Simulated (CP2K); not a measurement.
Runs of CP2K 2026.2 on BiTe. It takes space group R-3m (No. 166, trigonal). Conventional cell: a = 4.845 Å, b = 4.845 Å, c = 9.952 Å, α = 90.00°, β = 90.00°, γ = 120.00°. Bi (site symmetry -3m) is surrounded by 6 Te at 3.25 Å. Around Te (site symmetry -3m) lie 6 Bi at 3.25 Å. The cell comes from a database or a generator and needn't be the stable form of this composition.

| task | level | potentials or basis | smearing | EPS_DEFAULT | NGRIDS | points a segment of the path (NPOINTS) | bands added on the path | CUTOFF of the grids | gap on the mesh (eV) | pressure (GPa) | V0 of scaled cells (Å³/atom) | B0 (GPa) |
| --- | --- | --- | --- | --- | --- | --- | --- | --- | --- | --- | --- | --- |
| band structure | PBEsol | POTENTIAL_UZH Bi GTH-PBE-q5, Te GTH-PBE-q6; TZVP-MOLOPT-PBE-GTH basis | fermi-dirac 0.05 eV | 1.0E-9 | 5 | 8 | 4 | 450 Ry | none | -0.5 | - | - |
| band structure | PBE | POTENTIAL_UZH Bi GTH-PBE-q5, Te GTH-PBE-q6; TZVP-MOLOPT-PBE-GTH basis | fermi-dirac 0.05 eV | 1.0E-9 | 4 | 10 | 6 | 450 Ry | none | 0.7 | - | - |
| band structure | r2SCAN | POTENTIAL_UZH Bi GTH-SCAN-q5, Te GTH-SCAN-q6; TZVP-MOLOPT-SCAN-GTH basis | fermi-dirac 0.1 eV | 1.0E-10 | 4 | 8 | 6 | 675 Ry | none | -1.2 | - | - |
| single point | PBEsol | POTENTIAL_UZH Bi GTH-PBE-q5, Te GTH-PBE-q6; TZVP-MOLOPT-PBE-GTH basis | fermi-dirac 0.05 eV | 1.0E-10 | 4 | - | - | 450 Ry | none | -0.5 | - | - |
| equation of state | PBE | POTENTIAL_UZH Bi GTH-PBE-q5, Te GTH-PBE-q6; TZVP-MOLOPT-PBE-GTH basis | fermi-dirac 0.05 eV | 1.0E-10 | 4 | - | - | 450 Ry | - | - | 34.23 | 47 |
| equation of state | PBEsol | POTENTIAL_UZH Bi GTH-PBE-q5, Te GTH-PBE-q6; TZVP-MOLOPT-PBE-GTH basis | fermi-dirac 0.05 eV | 1.0E-10 | 5 | - | - | 450 Ry | - | - | (a) | 52 |
| band structure | LDA | GTH_POTENTIALS Bi GTH-PADE-q5, Te GTH-PADE-q6; TZVP-MOLOPT-PBE-GTH basis | fermi-dirac 0.05 eV | 1.0E-9 | 5 | 8 | 2 | 450 Ry | none | (b) | - | - |
| single point | PBE | POTENTIAL_UZH Bi GTH-PBE-q5, Te GTH-PBE-q6; TZVP-MOLOPT-PBE-GTH basis | fermi-dirac 0.05 eV | 1.0E-10 | 4 | - | - | 450 Ry | none | 0.7 | - | - |

Alike in all rows: no spin polarisation; cell as given; k mesh 7 × 7 × 7.

**Question.** Fill in the values left out.

**Answer.** (a) 33.41; (b) -3.0.

Caveats: with these potentials and basis sets, volumes of gold and of layered tellurides can stand 1.5 % and more from those of plane-wave programs; spin-orbit coupling is left out, which moves the levels of the heavy elements; the basis of atomic orbitals isn't converged, which shifts pressures, moduli and gaps; the potentials were made for another functional, which shifts forces and pressure (some runs); the cell was scaled at fixed shape and fractional positions, which overstates the stiffness of a crystal with free parameters, most of all of layers and chains (some runs).

A k mesh can miss the band edges, and the runs leave out spin-orbit coupling on Bi, Te.

A gap of «none» marks a metal or a gap under the smearing width.

Not every run made on this cell is shown here.
